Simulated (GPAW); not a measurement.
# Zr3AlN4 (P4/mmm) in GPAW: a series of runs

The runs below take Zr3AlN4 through band structure, equation of state, with PBE.

All numbers are computed with GPAW 26.7.0; they aren't measurements. Logs are shortened: lines on timing, memory, paths and dates and some standing lists are left out, and cuts for length are marked. The log counts tension as positive stress, the text compression.

### 1 The structure

It takes space group P4/mmm (No. 123, tetragonal). Conventional cell: a = 3.215 Å, b = 3.215 Å, c = 8.976 Å, α = 90.00°, β = 90.00°, γ = 90.00°. Zr (site symmetry 4mm) has 6 N at 2.23 to 2.28 Å as nearest neighbours. Zr (site symmetry 4/mmm) has 6 N at 2.27 to 2.47 Å as nearest neighbours. Al (site symmetry 4/mmm) is surrounded by 6 N at 2.02 to 2.27 Å. Around N (site symmetry 4/mmm) lie 6 Zr at 2.26 to 2.27 Å. N (site symmetry 4mm) has 1 Al at 2.02 Å and 4 Zr at 2.28 Å as nearest neighbours. Around N (site symmetry 4/mmm) lie 2 Zr at 2.23 Å and 4 Al at 2.27 Å.

The cell comes from a database or a generator and needn't be the stable form of this composition.

### 2 Band structure, PBE

run.py

```python
from ase import Atoms
from ase.dft.bandgap import bandgap
from ase.io import write
from ase.units import GPa
from gpaw import GPAW, PW

atoms = Atoms(['Zr', 'Zr', 'Zr', 'Al', 'N', 'N', 'N', 'N'],
              cell=[[3.214915, 0.0, 0.0],
                    [0.0, 3.214915, 0.0],
                    [0.0, 0.0, 8.976445]],
              scaled_positions=[[0.5, 0.5, 0.24865],
                                [0.0, 0.0, 0.5],
                                [0.5, 0.5, 0.75135],
                                [0.0, 0.0, 0.0],
                                [0.5, 0.5, 0.5],
                                [0.0, 0.0, 0.774866],
                                [0.5, 0.5, 0.0],
                                [0.0, 0.0, 0.225134]],
              pbc=True)

calc = GPAW(mode=PW(800),
            xc='PBE',
            kpts={'size': (6, 6, 2), 'gamma': True},
            occupations={'name': 'fermi-dirac', 'width': 0.05},
            nbands=54,
            convergence={'density': 1e-05, 'energy': 1e-05},
            maxiter=150,
            txt='gpaw.txt')
atoms.calc = calc
energy = atoms.get_potential_energy()
forces = atoms.get_forces()
stress = atoms.get_stress()
calc.write('gs.gpw')
write('result.traj', atoms)
print(f'Energy: {energy:.6f} eV')
print('Forces (eV/A):')
print(forces.round(4))
print('Stress (GPa):', (stress / GPa).round(3))
print('Fermi level:', round(calc.get_fermi_level(), 4), 'eV')
print(f'Gap: {bandgap(calc)[0]:.4f} eV, direct: {bandgap(calc, direct=True)[0]:.4f} eV')

path = atoms.cell.bandpath('GXMGZRAZ,XR,MA', npoints=60, eps=1e-4)
bs_calc = calc.fixed_density(kpts=path, symmetry='off', nbands=77,
                             convergence={'bands': 'CBM+6.0', 'eigenstates': 1e-6}, txt='bands.txt')
bs = bs_calc.band_structure()
bs.write('bs.json')
print(f'Gap on the path: {bandgap(bs_calc)[0]:.4f} eV')
```

Potentials or basis: GPAW PAW data sets (gpaw-data 1.2.1), pw.

Launch:

```bash
$ OMP_NUM_THREADS=1 python run.py
```

gpaw.txt:

```text
__  _  _
 | _ |_)|_||  |
 |__||  | ||/\| - 26.7.0

Input parameters:
  mode=PW(ecut=800.0),
  convergence={'density': 1e-05, 'energy': 1e-05},
  kpts=MonkhorstPack(size=(6, 6, 2), gamma=True),
  maxiter=150,
  nbands=54,
  occupations=Occupations(name='fermi-dirac', width=0.05),
  xc=XC(name='PBE')

Diagonalizing LCAO Hamiltonian
Converting LCAO to pw mode
   .-------.
  /|       |
 * |       |
 | |       |
 N |  Zr   |
 | |       |
 | |       |
 Zr|  N    |
 | |       |
 | |  Zr   |
 | |       |
 N .-------.
 |/   N   /
 Al------*

Atoms  # Å, Bohr magnetons
|   | symbol |        x |        y |        z |    initial magnetic moments |
|---|--------|----------|----------|----------|-----------------------------|
| 0 |     Zr | 1.607457 | 1.607457 | 2.231993 | ( 0.0000,  0.0000,  0.0000) |
| 1 |     Zr | 0.000000 | 0.000000 | 4.488223 | ( 0.0000,  0.0000,  0.0000) |
| 2 |     Zr | 1.607457 | 1.607457 | 6.744452 | ( 0.0000,  0.0000,  0.0000) |
| 3 |     Al | 0.000000 | 0.000000 | 0.000000 | ( 0.0000,  0.0000,  0.0000) |
| 4 |      N | 1.607457 | 1.607457 | 4.488223 | ( 0.0000,  0.0000,  0.0000) |
| 5 |      N | 0.000000 | 0.000000 | 6.955542 | ( 0.0000,  0.0000,  0.0000) |
| 6 |      N | 1.607457 | 1.607457 | 0.000000 | ( 0.0000,  0.0000,  0.0000) |
| 7 |      N | 0.000000 | 0.000000 | 2.020903 | ( 0.0000,  0.0000,  0.0000) |

Unit cell  # Å
| periodic |        x |        y |        z |  lengths |    angles |
|----------|----------|----------|----------|----------|-----------|
|      yes | 3.214915 | 0.000000 | 0.000000 | 3.214915 | 90.000000 |
|      yes | 0.000000 | 3.214915 | 0.000000 | 3.214915 | 90.000000 |
|      yes | 0.000000 | 0.000000 | 8.976445 | 8.976445 | 90.000000 |

Number of symmetries: 16
Symmetry operations  # r_c * U_cc + t_c -> r_c
|    | kind |            matrix            |
|----|------|------------------------------|
|  0 |  E   |  1, 0, 0,  0, 1, 0,  0, 0, 1 |
|  1 |  σ   |  1, 0, 0,  0, 1, 0,  0, 0,-1 |
|  2 |  σ   |  1, 0, 0,  0,-1, 0,  0, 0, 1 |
|  3 |  C2  |  1, 0, 0,  0,-1, 0,  0, 0,-1 |
|  4 |  σ   |  0, 1, 0,  1, 0, 0,  0, 0, 1 |
|  5 |  C2  |  0, 1, 0,  1, 0, 0,  0, 0,-1 |
|  6 |  C4  |  0, 1, 0, -1, 0, 0,  0, 0, 1 |
|  7 |  S4  |  0, 1, 0, -1, 0, 0,  0, 0,-1 |
|  8 |  C4  |  0,-1, 0,  1, 0, 0,  0, 0, 1 |
|  9 |  S4  |  0,-1, 0,  1, 0, 0,  0, 0,-1 |
| 10 |  σ   |  0,-1, 0, -1, 0, 0,  0, 0, 1 |
| 11 |  C2  |  0,-1, 0, -1, 0, 0,  0, 0,-1 |
| 12 |  σ   | -1, 0, 0,  0, 1, 0,  0, 0, 1 |
| 13 |  C2  | -1, 0, 0,  0, 1, 0,  0, 0,-1 |
| 14 |  C2  | -1, 0, 0,  0,-1, 0,  0, 0, 1 |
| 15 |  i   | -1, 0, 0,  0,-1, 0,  0, 0,-1 |

BZ-sampling:
  Number of BZ points: 72
  Number of IBZ points: 20

  Monkhorst-Pack size: [6, 6, 2]
  Monkhorst-Pack shift: [0.08333333333333333, 0.08333333333333333, 0.25]

K-points  # in reciprocal-cell coordinates
|     |                                coordinates |     weight |
|-----|--------------------------------------------|------------|
|   0 | (  0.00000000,   0.00000000,   0.00000000) | 0.01388889 |
|   1 | (  0.00000000,   0.00000000,   0.50000000) | 0.01388889 |
|   2 | (  0.16666667,   0.00000000,   0.00000000) | 0.05555556 |
|   3 | (  0.16666667,   0.00000000,   0.50000000) | 0.05555556 |
|   4 | (  0.16666667,   0.16666667,   0.00000000) | 0.05555556 |
|   5 | (  0.16666667,   0.16666667,   0.50000000) | 0.05555556 |
|   6 | (  0.33333333,   0.00000000,   0.00000000) | 0.05555556 |
[... 65 lines left out ...]
    cutoffs:
      filter: 1.91  # [Å]
      core: 2.36  # [Å]
    projectors
    | kind |    occ | energy [eV] | rcut [Å] |
    |------|--------|-------------|----------|
    |   3s |  2.000 |      -7.753 |    1.085 |
    |   3p |  1.000 |      -2.712 |    1.085 |
    |    s |        |      19.459 |    1.085 |
    |    p |        |      24.499 |    1.085 |
    |    d |        |       0.000 |    1.085 |

    Using partial waves for Al as LCAO basis

  N:
    name:    Nitrogen
    Z:       7.0
    valence: 5
    core:    2
    charge:  0.0  # [|e|]
    compensation charges:
      type: gauss
      rc: 0.18  # [Å]
      lmax: 2
    cutoffs:
      filter: 1.11  # [Å]
      core: 0.96  # [Å]
    projectors
    | kind |    occ | energy [eV] | rcut [Å] |
    |------|--------|-------------|----------|
    |   2s |  2.000 |     -18.583 |    0.603 |
    |   2p |  3.000 |      -7.089 |    0.529 |
    |    s |        |       8.629 |    0.603 |
    |    p |        |      20.123 |    0.529 |
    |    d |        |       0.000 |    0.577 |

    Using partial waves for N as LCAO basis

Reference energy: -306211.022987  # eV

eigensolver:
  PPCG
  Converge bands: occupied
  niter=2

density mixing:
  MSR1-Mixer
  Pratt-step length: 0.05
  Maximum mixing coefficient: 0.75
  Old densities: 10
  SVD Regularization: 0.005
  Good broyden scale: 1.0
  Trust region scale: 1.0
  Backstep threshold: 4.0
  History deletion threshold: 6.0
  Fourier metric: weight=20.0, sigma=0.015

occupation numbers:
  Fermi-Dirac:
    width: 0.0500  # eV

poisson solver:
  ecut: 6400.0  # eV

xc functional:
  name: PBE with 2 nearest neighbor stencil

convergence criteria:
[... 6 lines left out ...]
|iter     | |      energy | eigst |  dens |
|---------|-|-------------|-------|-------|
|iter:   1| |  -78.700926 | +0.38 |       |
|iter:   2| |  -76.594224 | -1.06 | -0.84 |
|iter:   3| |  -71.632413 | -0.68 | -0.90 |
|iter:   4| |  -71.602620 | -1.77 | -1.53 |
|iter:   5| |  -71.641325 | -2.52 | -1.73 |
|iter:   6| |  -71.613727 | -2.54 | -1.93 |
|iter:   7| |  -71.598159 | -3.27 | -2.20 |
|iter:   8| |  -71.598006 | -4.33 | -2.86 |
|iter:   9| |  -71.598012c| -5.38 | -3.28 |
|iter:  10| |  -71.598011c| -5.81 | -3.69 |
|iter:  11| |  -71.598012c| -7.35 | -4.11 |
|iter:  12| |  -71.598012c| -8.28c| -4.61 |
|iter:  13| |  -71.598012c| -8.76c| -5.39c|

Converged in 13 steps
Energy contributions relative to reference atoms: (reference = -306211.022987)

Energy contributions:
  Kinetic:          45.803344
  Coulomb:         -50.436360
  Zero:              1.225013
  External:          0.000000
  Xc:              -68.183574
  Entropy:          -0.012869
  Spinorbit:         0.000000
  ----------------------------
  Free energy:     -71.604446
  Extrapolated:    -71.598012

dipole moment: (-33.151427, -33.151427, -37.579721)  # |e|*Ang

Fermi level: 12.191
Eigenvalues  # (at kpt = [0.000, 0.000, 0.000])
| band index |      eig [eV] | occ [0-2] |
|------------|---------------|-----------|
|          0 |       -37.431 |     2.000 |
|        ... |               |           |
|         23 |         8.877 |     2.000 |
|         24 |         9.113 |     2.000 |
|         25 |         9.113 |     2.000 |
|         26 |         9.852 |     2.000 |
|         27 |         9.897 |     2.000 |
|         28 |         9.897 |     2.000 |
[... 8 lines left out ...]
|         37 |        15.297 |     0.000 |
|         38 |        15.297 |     0.000 |
|        ... |               |           |
|         53 |        28.038 |     0.000 |

No gap
No difference between direct/indirect transitions

Forces  # eV/Ang
|        x |        y |        z |
|----------|----------|----------|
|  0.00000 |  0.00000 | -0.04948 |  # Zr   0
|  0.00000 |  0.00000 |  0.00000 |  # Zr   1
|  0.00000 |  0.00000 |  0.04948 |  # Zr   2
| -0.00000 | -0.00000 |  0.00000 |  # Al   3
|  0.00000 |  0.00000 |  0.00000 |  # N    4
|  0.00000 |  0.00000 | -0.13682 |  # N    5
|  0.00000 |  0.00000 |  0.00000 |  # N    6
|  0.00000 |  0.00000 |  0.13682 |  # N    7

Stress tensor  # eV/Ang^3
|        x |        y |        z |
|----------|----------|----------|
| 0.030975 | 0.000000 | 0.000000 |
| 0.000000 | 0.030975 | 0.000000 |
| 0.000000 | 0.000000 | 0.025552 |

# Writing to gs.gpw (mode='')
```

stdout:

```text
Energy: -71.598012 eV
Forces (eV/A):
[[ 0.      0.     -0.0495]
 [ 0.      0.      0.    ]
 [ 0.      0.      0.0495]
 [-0.     -0.      0.    ]
 [ 0.      0.      0.    ]
 [ 0.      0.     -0.1368]
 [ 0.      0.      0.    ]
 [ 0.      0.      0.1368]]
Stress (GPa): [4.963 4.963 4.094 0.    0.    0.   ]
Fermi level: 12.1912 eV
Gap: 0.0000 eV, direct: 0.0000 eV
Gap on the path: 0.0000 eV
```

It took 5.5 min on 1 thread of Arm Neoverse V2, shared host; peak memory 0.81 GiB.

What came out:

* Free energy: -71.6044 eV
* Pressure: -4.7 GPa
* Largest force: 0.137 eV/Å
* Band gap along the path: none (metal or under the smearing width)

Forces in eV/Å, atoms in the order of the input:
```
Zr   0.000  0.000 -0.049
Zr   0.000  0.000  0.000
Zr   0.000  0.000  0.049
Al   0.000  0.000  0.000
N    0.000  0.000  0.000
N    0.000  0.000 -0.137
N    0.000  0.000  0.000
N    0.000  0.000  0.137
```

Levels at the corners of the path, in eV from the Fermi level:
```csv
point,band 27,band 28,band 29,band 30,band 31,band 32,band 33,band 34
Γ,-2.34,-2.29,-2.29,-2.27,-1.15,0.02,0.02,0.88
X,-3.66,-3.01,1.33,1.79,1.91,1.96,2.15,2.48
M,-3.10,-3.08,-3.08,-2.69,1.35,1.35,1.68,3.10
Γ,-2.34,-2.29,-2.29,-2.27,-1.15,0.02,0.02,0.88
Z,-2.98,-2.50,-2.50,-2.37,-1.05,0.52,0.52,1.61
R,-3.57,-3.05,1.07,1.32,2.12,2.34,2.59,2.64
A,-3.85,-3.75,-1.97,-1.97,0.29,0.29,2.61,3.69
Z,-2.98,-2.50,-2.50,-2.37,-1.05,0.52,0.52,1.61
X,-3.66,-3.01,1.33,1.79,1.91,1.96,2.15,2.48
R,-3.57,-3.05,1.07,1.32,2.12,2.34,2.59,2.64
M,-3.10,-3.08,-3.08,-2.69,1.35,1.35,1.68,3.10
A,-3.85,-3.75,-1.97,-1.97,0.29,0.29,2.61,3.69
```

### 3 Equation of state, PBE

run.py

```python
from ase import Atoms
from ase.eos import EquationOfState
from ase.io import Trajectory
from ase.units import GPa
from gpaw import GPAW, PW

atoms = Atoms(['Zr', 'Zr', 'Zr', 'Al', 'N', 'N', 'N', 'N'],
              cell=[[3.214915, 0.0, 0.0],
                    [0.0, 3.214915, 0.0],
                    [0.0, 0.0, 8.976445]],
              scaled_positions=[[0.5, 0.5, 0.24865],
                                [0.0, 0.0, 0.5],
                                [0.5, 0.5, 0.75135],
                                [0.0, 0.0, 0.0],
                                [0.5, 0.5, 0.5],
                                [0.0, 0.0, 0.774866],
                                [0.5, 0.5, 0.0],
                                [0.0, 0.0, 0.225134]],
              pbc=True)

traj = Trajectory('eos.traj', 'w')
volumes, energies = [], []
for x in [0.94, 0.96, 0.98, 1.0, 1.02, 1.04, 1.06]:
    a = atoms.copy()
    a.set_cell(atoms.cell * x**(1 / 3), scale_atoms=True)
    calc = GPAW(mode=PW(800),
                xc='PBE',
                kpts={'size': (6, 6, 2), 'gamma': True},
                occupations={'name': 'fermi-dirac', 'width': 0.05},
                nbands=54,
                convergence={'density': 1e-05, 'energy': 1e-05},
                maxiter=150,
                txt=f'eos-{x:.2f}.txt')
    a.calc = calc
    energies.append(a.get_potential_energy(force_consistent=True))
    volumes.append(a.get_volume())
    p = -a.get_stress()[:3].mean() / GPa
    calc.write(f'eos-{x:.2f}.gpw')
    traj.write(a)
    print(f'{x:.2f} {volumes[-1]:10.4f} A^3 {energies[-1]:14.6f} eV {p:9.3f} GPa', flush=True)

v0, e0, B = EquationOfState(volumes, energies, eos='birchmurnaghan').fit()
print(f'V0 = {v0:.4f} A^3, E0 = {e0:.6f} eV, B0 = {B / GPa:.2f} GPa')
```

Potentials or basis: GPAW PAW data sets (gpaw-data 1.2.1), pw.

Launch:

```bash
$ OMP_NUM_THREADS=1 python run.py
```

It took 14 min on 1 thread of Arm Neoverse V2, shared host; peak memory 0.83 GiB.

It converged, with:

| Quantity | Value |
| --- | --- |
| Equilibrium volume | 11.40 Å³/atom |
| Bulk modulus at fixed shape and positions | 241 GPa |
| Pressure derivative of the bulk modulus | 4.1 |

Energy against volume, from the lowest point:
| volume (Å³/atom) | energy (meV/atom) |
| --- | --- |
| 10.901 | 17.42 |
| 11.133 | 4.71 |
| 11.365 | 0.00 |
| 11.597 | 2.55 |
| 11.829 | 11.55 |
| 12.061 | 26.48 |
| 12.293 | 46.70 |

Caveat: the cell was scaled at fixed shape and fractional positions, which overstates the stiffness of a crystal with free parameters, most of all of layers and chains.

### 4 The reference run

An earlier run on the cell as given: functional PBEsol; potentials or basis PAW data sets generated in the run's folder for this functional; cutoff 800 eV; basis pw; k mesh 8 × 8 × 3; occupations fermi-dirac, width 0.05 eV; no spin polarisation.

* Pressure: -10.8 GPa
* Largest force: 0.308 eV/Å
* Band gap on the k mesh: none (metal or under the smearing width)

### 5 The runs side by side

| task | level | potentials or basis | k mesh | band path | band points | pressure (GPa) | largest force (eV/Å) |
| --- | --- | --- | --- | --- | --- | --- | --- |
| band structure | PBE | GPAW PAW data sets (gpaw-data 1.2.1), pw | 6 × 6 × 2 | GXMGZRAZ,XR,MA | 60 | -4.7 | 0.14 |
| equation of state | PBE | GPAW PAW data sets (gpaw-data 1.2.1), pw | 6 × 6 × 2 | - | - | - | - |
| single point | PBEsol | PAW data sets generated in the run's folder for this functional, pw | 8 × 8 × 3 | - | - | -10.8 | 0.31 |

Alike in all rows: no spin polarisation; cell as given; cutoff (eV) 800; smearing fermi-dirac 0.05 eV.

Caveats: the cell was scaled at fixed shape and fractional positions, which overstates the stiffness of a crystal with free parameters, most of all of layers and chains (some runs).

Absolute energies hang on the potentials; compare differences alone.
